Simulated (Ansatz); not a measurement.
# Ca2YAgC6N6: the cost of one run

Method: DFT PBE, scalar-relativistic, plane waves, PAW, in Ansatz 0.2.0.

1 further run of the same task is left out (it didn't finish). Runs told in other sessions of the task aren't counted.

### Step 1. The system as given

The structure is cubic, space group Fm-3m (No. 225). Conventional cell: a = 10.804 Å, b = 10.804 Å, c = 10.804 Å, α = 90.00°, β = 90.00°, γ = 90.00°. Around Ca (site symmetry -43m) lie 12 N at 3.85 Å and 12 C at 3.88 Å. Y (site symmetry m-3m) has 6 N at 2.21 Å in its first shell of neighbours. Around Ag (site symmetry m-3m) lie 6 C at 2.02 Å. Around C (site symmetry 4mm) lie 1 N at 1.17 Å and 1 Ag at 2.02 Å. Around N (site symmetry 4mm) lie 1 C at 1.17 Å.

Structure file:

```
CELL_PARAMETERS angstrom
0.00000 5.40200 5.40200
5.40200 0.00000 5.40200
5.40200 5.40200 0.00000
ATOMIC_POSITIONS crystal
Ca 0.25000 0.25000 0.25000
Ca 0.75000 0.75000 0.75000
Y 0.50000 0.50000 0.50000
Ag 0.00000 0.00000 0.00000
C 0.81285 0.18715 0.18715
C 0.18715 0.81285 0.18715
C 0.18715 0.18715 0.81285
C 0.18715 0.81285 0.81285
C 0.81285 0.18715 0.81285
C 0.81285 0.81285 0.18715
N 0.70455 0.29545 0.29545
N 0.29545 0.70455 0.29545
N 0.29545 0.29545 0.70455
N 0.29545 0.70455 0.70455
N 0.70455 0.29545 0.70455
N 0.70455 0.70455 0.29545
```

Recipe of the guess: cyanide-bridged rock-salt net of two metals, 2 guest cations a cell (Fm-3m, No. 225). Lengths come from tabulated atomic sizes and are only a guess.

### Step 2. Probe: one point on a coarse mesh

Input file input.yaml:

```yaml
crystal:
  lattice:
    - [0.0, 5.402, 5.402]
    - [5.402, 0.0, 5.402]
    - [5.402, 5.402, 0.0]
  atoms:
    - { symbol: Ca, position: [0.25, 0.25, 0.25] }
    - { symbol: Ca, position: [0.75, 0.75, 0.75] }
    - { symbol: "Y", position: [0.5, 0.5, 0.5] }
    - { symbol: Ag, position: [0.0, 0.0, 0.0] }
    - { symbol: C, position: [0.81284709, 0.18715291, 0.18715291] }
    - { symbol: C, position: [0.18715291, 0.81284709, 0.18715291] }
    - { symbol: C, position: [0.18715291, 0.18715291, 0.81284709] }
    - { symbol: C, position: [0.18715291, 0.81284709, 0.81284709] }
    - { symbol: C, position: [0.81284709, 0.18715291, 0.81284709] }
    - { symbol: C, position: [0.81284709, 0.81284709, 0.18715291] }
    - { symbol: "N", position: [0.70455387, 0.29544613, 0.29544613] }
    - { symbol: "N", position: [0.29544613, 0.70455387, 0.29544613] }
    - { symbol: "N", position: [0.29544613, 0.29544613, 0.70455387] }
    - { symbol: "N", position: [0.29544613, 0.70455387, 0.70455387] }
    - { symbol: "N", position: [0.70455387, 0.29544613, 0.70455387] }
    - { symbol: "N", position: [0.70455387, 0.70455387, 0.29544613] }
basis:
  ecutwfc: 420
kpoints:
  mp_grid: { grid: [4, 4, 4] }
hamiltonian:
  xc: pbe
scf:
  occupations: { method: gaussian, width: 0.1 }
  lower_state_search: "off"
output:
  forces: true
  stress: true
  eigenvalues: true
```

Launch:

```console
ansatz run input.yaml --threads 1 --pin off --max-ram 2560MiB --backend cpu --events-out ev --progress --plain --runs-dir out
```

What time and memory should one allow on 1 thread of Intel Xeon 6975P-C (Granite Rapids), shared host?

About 8.8 s, with a peak of 0.65 GiB.
